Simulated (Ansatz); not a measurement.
# Ta: the cost of one run

Method: DFT PBEsol, scalar-relativistic, plane waves, PAW, in Ansatz 0.2.0.

**1. The structure to begin with**

Symmetry: Pm-3n, No. 223, cubic system. Conventional cell: a = 5.312 Å, b = 5.312 Å, c = 5.312 Å, α = 90.00°, β = 90.00°, γ = 90.00°. Ta (site symmetry m-3) has 12 Ta at 2.97 Å as nearest neighbours. Ta (site symmetry -4m2) is surrounded by 6 Ta at 2.66 to 2.97 Å.

Structure file:

```cif
data_structure
_symmetry_space_group_name_H-M 'P 1'
_symmetry_Int_Tables_number 1
_cell_length_a 5.3122
_cell_length_b 5.3122
_cell_length_c 5.3122
_cell_angle_alpha 90.000
_cell_angle_beta 90.000
_cell_angle_gamma 90.000
_cell_volume 149.90
loop_
_atom_site_label
_atom_site_type_symbol
_atom_site_fract_x
_atom_site_fract_y
_atom_site_fract_z
_atom_site_occupancy
Ta1 Ta 0.50000 0.50000 0.50000 1
Ta2 Ta 0.00000 0.00000 0.00000 1
Ta3 Ta 0.25000 0.00000 0.50000 1
Ta4 Ta 0.50000 0.25000 0.00000 1
Ta5 Ta 0.50000 0.75000 0.00000 1
Ta6 Ta 0.75000 0.00000 0.50000 1
Ta7 Ta 0.00000 0.50000 0.75000 1
Ta8 Ta 0.00000 0.50000 0.25000 1
```

(A quick probe on a coarse mesh, which set the mesh and smearing, is not shown.)

**3. A loose first relaxation**

File input.yaml:

```yaml
crystal:
  lattice:
    - [5.3121625516, 0.0, 0.0]
    - [0.0, 5.3121625516, 0.0]
    - [0.0, 0.0, 5.3121625516]
  atoms:
    - { symbol: Ta, position: [0.5, 0.5, 0.5] }
    - { symbol: Ta, position: [0.0, 0.0, 0.0] }
    - { symbol: Ta, position: [0.25, 0.0, 0.5] }
    - { symbol: Ta, position: [0.5, 0.25, 0.0] }
    - { symbol: Ta, position: [0.5, 0.75, 0.0] }
    - { symbol: Ta, position: [0.75, 0.0, 0.5] }
    - { symbol: Ta, position: [0.0, 0.5, 0.75] }
    - { symbol: Ta, position: [0.0, 0.5, 0.25] }
basis:
  ecutwfc: 420
kpoints:
  mp_grid: { grid: [4, 4, 4] }
hamiltonian:
  xc: pbesol
scf:
  occupations: { method: gaussian, width: 0.1 }
  lower_state_search: "off"
output:
  forces: true
  stress: true
  eigenvalues: true
relax:
  adjacent_minimum: "off"
  f_tol: 0.04
  max_steps: 70
  cell: { stress_tol: 0.4 }
```

What time and memory should one allow on 1 thread of an Arm CPU, shared host?

About 29 s, with a peak of 0.46 GiB.
